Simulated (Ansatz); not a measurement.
Geometry optimisation, DFT PBE, scalar-relativistic, plane waves, PAW (Ansatz 0.2.0).

input.yaml

```yaml
crystal:
  lattice:
    - [0.0, 5.6401, 5.6401]
    - [5.6401, 0.0, 5.6401]
    - [5.6401, 5.6401, 0.0]
  atoms:
    - { symbol: Na, position: [0.0, 0.0, 0.0] }
    - { symbol: Cl, position: [0.25, 0.25, 0.25] }
    - { symbol: Na, position: [0.0, 0.0, 0.5] }
    - { symbol: Cl, position: [0.25, 0.25, 0.75] }
    - { symbol: Na, position: [0.0, 0.5, 0.0] }
    - { symbol: Cl, position: [0.25, 0.75, 0.25] }
    - { symbol: Na, position: [0.0, 0.5, 0.5] }
    - { symbol: Cl, position: [0.25, 0.75, 0.75] }
    - { symbol: Na, position: [0.5, 0.0, 0.0] }
    - { symbol: Cl, position: [0.75, 0.25, 0.25] }
    - { symbol: Na, position: [0.5, 0.0, 0.5] }
    - { symbol: Cl, position: [0.75, 0.25, 0.75] }
    - { symbol: Na, position: [0.5, 0.5, 0.0] }
    - { symbol: Cl, position: [0.75, 0.75, 0.25] }
    - { symbol: Na, position: [0.5, 0.5, 0.5] }
    - { symbol: Cl, position: [0.75, 0.75, 0.75] }
    - { symbol: Na, position: [0.37799497, 0.38194266, 0.36792677], spin: 1.0 }
magnetization:
  spin_polarized: true
basis:
  ecutwfc: 420.0
kpoints:
  mp_grid: { grid: [2, 2, 2] }
hamiltonian:
  xc: pbe
scf:
  occupations: { method: fermi_dirac, width: 0.02 }
  lower_state_search: "off"
relax:
  f_tol: 0.03
  max_steps: 60
  adjacent_minimum: "off"
output:
  write_density: true
  write_potential: true
  elf: true
  volumetric_format: npy
```

Command:

```bash
$ ansatz run input.yaml --threads 4 --pin off --max-ram 10240MiB --backend cpu --events-out ev --progress --plain --runs-dir out
```

**Question.** Where does it end, and by what steps?

**Answer.** The forces met the threshold. Limits of this set-up: coarse k mesh. After 4 steps the energy has fallen by 0.931 eV; Na13 moved furthest, 0.33 Å.

```
step  energy less start (eV)  largest force component (eV/Å)  accepted
   0                  0.0000                           0.851       yes
   1                 -0.6121                           0.475       yes
   2                 -0.8839                           0.188       yes
   3                 -0.9294                           0.039       yes
   4                 -0.9311                           0.017       yes
```

```xyz
17
Lattice="0.0000 5.6401 5.6401 5.6401 0.0000 5.6401 5.6401 5.6401 0.0000" Properties=species:S:1:pos:R:3
Na -0.003 -0.004 -0.002
Cl 2.765 2.766 2.760
Na 2.824 2.824 -0.003
Cl 5.690 5.691 2.767
Na 2.821 -0.002 2.822
Cl 5.710 2.753 5.705
Na 5.822 2.639 2.637
Cl 8.505 5.594 5.599
Na -0.002 2.822 2.823
Cl 2.757 5.706 5.700
Na 2.643 5.818 2.641
Cl 5.594 8.505 5.597
Na 2.627 2.628 5.831
Cl 5.599 5.598 8.504
Na 5.828 5.829 5.826
Cl 8.502 8.501 8.506
Na 4.229 4.220 4.255
```

Whether the end is a true minimum wasn't checked by a vibrational analysis.

Time of the run: 33 s on 4 threads of Intel(R) Xeon(R) Platinum 8488C (Sapphire Rapids) (shared host), peak memory 1.2 GiB.
